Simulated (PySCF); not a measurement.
# CCSDT/STO-6G run of [SiF3]− (SMILES F[Si-](F)F)

Aim: the energy change on altering one bond length of [SiF3]− at CCSDT/STO-6G, from 2 runs. Input form: a Python script.

The results are computed with PySCF 2.14.0.

7 further runs of the same task are left out: 7 set aside as unsound or not needed.

## Step 1: The molecule

[SiF3]− has 4 atoms, charge -1, and is taken as a singlet. SMILES: `F[Si-](F)F`. The shape is that of a GFN2-xTB optimisation.

Bond lengths: Si1–F2 1.693 Å, Si1–F3 1.696 Å, Si1–F4 1.697 Å. Angles: F2–Si1–F3 93.7°, F2–Si1–F4 93.6°, F3–Si1–F4 93.7°.

## Step 2: The energy at CCSDT/STO-6G

The input, input.py:

```python
from pyscf import gto, cc

system = gto.M(
    atom=[
    ('Si', (-0.004470, 0.005770, 0.685050)),
    ('F', (1.428310, -0.030960, -0.216950)),
    ('F', (-0.687310, 1.250250, -0.242810)),
    ('F', (-0.736530, -1.225060, -0.225300)),
],
    basis='sto-6g',
    charge=-1,
    max_memory=1860,
    verbose=4,
)

hf = system.RHF()
hf.conv_tol = 1e-10
hf.kernel()
if not hf.converged:
    hf = hf.newton().run(hf.mo_coeff, hf.mo_occ)

mycc = cc.CCSDT(hf, frozen=8)
mycc.kernel()
e_final = mycc.e_tot
print('Final energy', e_final)
```

Started as:

```sh
$ OMP_NUM_THREADS=1 python input.py
```

Output:

```text
PySCF version 2.14.0

[INPUT] num. atoms = 4
[INPUT] num. electrons = 42
[INPUT] charge = -1
[INPUT] spin (= nelec alpha-beta = 2S) = 0
[INPUT] symmetry False subgroup None
[INPUT] Mole.unit = angstrom
[INPUT] Symbol           X                Y                Z      unit          X                Y                Z       unit  Magmom
[INPUT]  1 Si    -0.004470000000   0.005770000000   0.685050000000 AA   -0.008447075777   0.010903719739   1.294556881633 Bohr   0.0
[INPUT]  2 F      1.428310000000  -0.030960000000  -0.216950000000 AA    2.699114720978  -0.058505920817  -0.409976082724 Bohr   0.0
[INPUT]  3 F     -0.687310000000   1.250250000000  -0.242810000000 AA   -1.298827662675   2.362630087237  -0.458844400306 Bohr   0.0
[INPUT]  4 F     -0.736530000000  -1.225060000000  -0.225300000000 AA   -1.391839982526  -2.315027886160  -0.425755295865 Bohr   0.0

nuclear repulsion = 169.961164030421
number of shells = 14
number of NR pGTOs = 144
number of NR cGTOs = 24
basis = sto-6g
ecp = {}

[... 35 lines left out ...]
converged SCF energy = -584.669830073337
[... 16 lines left out ...]
WARN: A large `blksize` is being used, which may cause large memory consumption
[... 12 lines left out ...]
Init t2, MP2 energy = -584.728969452835  E_corr(MP2) -0.059139379499
[... 14 lines left out ...]
RCCSDT converged
[... 3 lines left out ...]
Final energy -584.7469625001305
```

Run time: 2.7 s. Hardware: 1 thread of Arm Neoverse V1, shared host; peak memory 0.12 GiB.

## Step 3: The distorted shape, same level

The input, run.py:

```python
from pyscf import gto, scf, cc

mol = gto.M(
    atom='''
Si      -0.720867       0.024135       1.136054
F        1.428310      -0.030960      -0.216950
F       -1.403707       1.268615       0.208194
F       -1.452927      -1.206695       0.225704
''',
    charge=-1,
    basis='sto-6g',
    max_memory=1860,
    spin=0,
    verbose=3,
)

calc0 = scf.RHF(mol)
calc0.conv_tol = 1e-10
calc0.kernel()
if not calc0.converged:
    calc0 = calc0.newton().run(calc0.mo_coeff, calc0.mo_occ)

mycc = cc.CCSDT(calc0, frozen=8)
mycc.kernel()
e_tot = mycc.e_tot
print('E = %.10f Eh' % e_tot)
```

Started as:

```sh
$ OMP_NUM_THREADS=1 python run.py
```

Output:

```text
converged SCF energy = -584.508567863683
_make_eris_incore_RCCSDT

WARN: A large `blksize` is being used, which may cause large memory consumption
      for storing contraction intermediates. If memory is sufficient, consider using
      `pyscf.cc.rccsdt_highm.RCCSDT` instead.

RCCSDT converged
E(RCCSDT) = -584.6257012984391   E_corr = -0.1171334347562797
E_corr(same-spin) = -0.0108718391583807
E_corr(oppo-spin) = -0.106261595597899
E = -584.6257012984 Eh
```

Run time: 4.2 s. Hardware: 1 thread of Arm Neoverse V1, shared host; peak memory 0.11 GiB.

## Step 4: What came out

Level: CCSDT/STO-6G, 8 core orbitals frozen.

| quantity | value |
| --- | --- |
| first shape: total energy | -584.74696 Eh |
| first shape: HOMO energy (Hartree–Fock orbitals) | 2.19 eV |
| first shape: LUMO energy (Hartree–Fock orbitals) | 21.13 eV |
| first shape: HOMO–LUMO gap (to an unbound level, set by the basis) | 18.94 eV |
| first shape: correlation energy (8 core orbitals frozen) | -77.1 mEh |
| first shape: T1 diagnostic | 0.010 |
| distorted shape: total energy | -584.62570 Eh |
| distorted shape: HOMO energy (Hartree–Fock orbitals) | 3.15 eV |
| distorted shape: LUMO energy (Hartree–Fock orbitals) | 14.21 eV |
| distorted shape: HOMO–LUMO gap (to an unbound level, set by the basis) | 11.07 eV |
| distorted shape: correlation energy (8 core orbitals frozen) | -117.1 mEh |
| distorted shape: T1 diagnostic | 0.034 |
| energy change with the Si1–F2 bond stretched from 1.693 to 2.540 Å | 3.300 eV |

With the Si1–F2 bond stretched from 1.693 to 2.540 Å the energy rises by 3.30 eV (76 kcal/mol). The first shape isn't relaxed at this level, so the change isn't measured from a minimum. The minimal basis adds a large error of its own. The HOMO (first shape) lies at positive energy, 2.19 eV: the electron is unbound at this level or held by a compact basis; values depend on the basis. The T1 diagnostic (distorted shape) of 0.034 is above the customary mark for such species, so a single reference may not serve. The HOMO (distorted shape) lies at positive energy, 3.15 eV: the electron is unbound at this level or held by a compact basis; values depend on the basis.
